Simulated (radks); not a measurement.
# Pb²⁺ inside a hard spherical wall

An exercise on one series of results from a longer session: the logs are not shown, and one member is left open.

Program: radks (a radial shooting solver on a logarithmic mesh, Libxc functionals) version 1. Level of theory: scalar-relativistic Kohn-Sham, LDA (Slater exchange, Perdew-Wang correlation), spin-polarised, spherical densities, finite nucleus. These are calculated values, not measurements, unless marked.

## The system

```
element            : lead (Z = 82)
charge             : +2
electrons          : 80
configuration      : [Hg]
nuclear rms radius : 5.5012 fm
```

The outer shells:

Pb²⁺
```
[Xe] core
4f [↑↓][↑↓][↑↓][↑↓][↑↓][↑↓][↑↓]
5d [↑↓][↑↓][↑↓][↑↓][↑↓]
6s [↑↓]
```

Set-up of the first run:

The run's settings:

```text
Z 82
configuration [Hg] 6p0 7s0 5f0
relativity scalar-relativistic
functional lda,pw
spin polarised
nucleus finite rms 5.5012 fm
c 137.035999084
```

Among the steps run: The free atom; Wall at 12 bohr; Wall at 10 bohr; Wall at 8 bohr; Wall at 7 bohr; Wall at 6 bohr; Wall at 4 bohr; Wall at 3.5 bohr; Wall at 3 bohr; Wall at 2.5 bohr; Wall at 2 bohr.

One of the session's tables, all rows but one given; the rest of the session is left out.

```
R (bohr)  E − E(free) (eV)  ε(6p, empty) (eV)  ε(7s, empty) (eV)  ε(5f, empty) (eV)  pressure (GPa)
    free             0.000            -17.492             -8.979             -4.259               0
      12             0.000            -17.492             -8.970             -4.149        < 0.0001
      10             0.000            -17.492             -8.903             -3.928        < 0.0001
       8             0.000            -17.486             -8.427             -3.300        0.000769
       7             0.003            -17.459             -7.566             -2.615          0.0114
       6             0.029            -17.313             -5.400             -1.379           0.162
       4             2.563            -13.363             16.038              6.162            29.9
     3.5             7.632             -8.651             33.777             11.181             118
       3                 ?                  ?                  ?                  ?               ?
     2.5            76.285             27.651             135.86             37.197            2581
       2            280.05             97.544             294.45             76.577           16633
```

**Question.** Estimate the row for R (bohr) = 3.

Worked estimate for «E − E(free) (eV)». A straight line through the neighbours (3.5, 7.632) and (2.5, 76.285) gives 7.632 + (76.285 − 7.632) × (3 − 3.5) / (2.5 − 3.5) = 41.958; a parabola fitted to 4 rows on both sides gives 8.843.

As computed: E − E(free) (eV): 23.369; ε(6p, empty) (eV): 1.937; ε(7s, empty) (eV): 67.243; ε(5f, empty) (eV): 19.972; pressure (GPa): 510. In «E − E(free) (eV)» the line misses by +18.589 and the parabola by -14.526.

At the tightest wall, 2 bohr, the energy stands 280.05 eV above the free atom and the pressure, −dE/dV, is 16633 GPa. Shells are not refilled when levels cross, and a hard wall is a model, not a crystal.
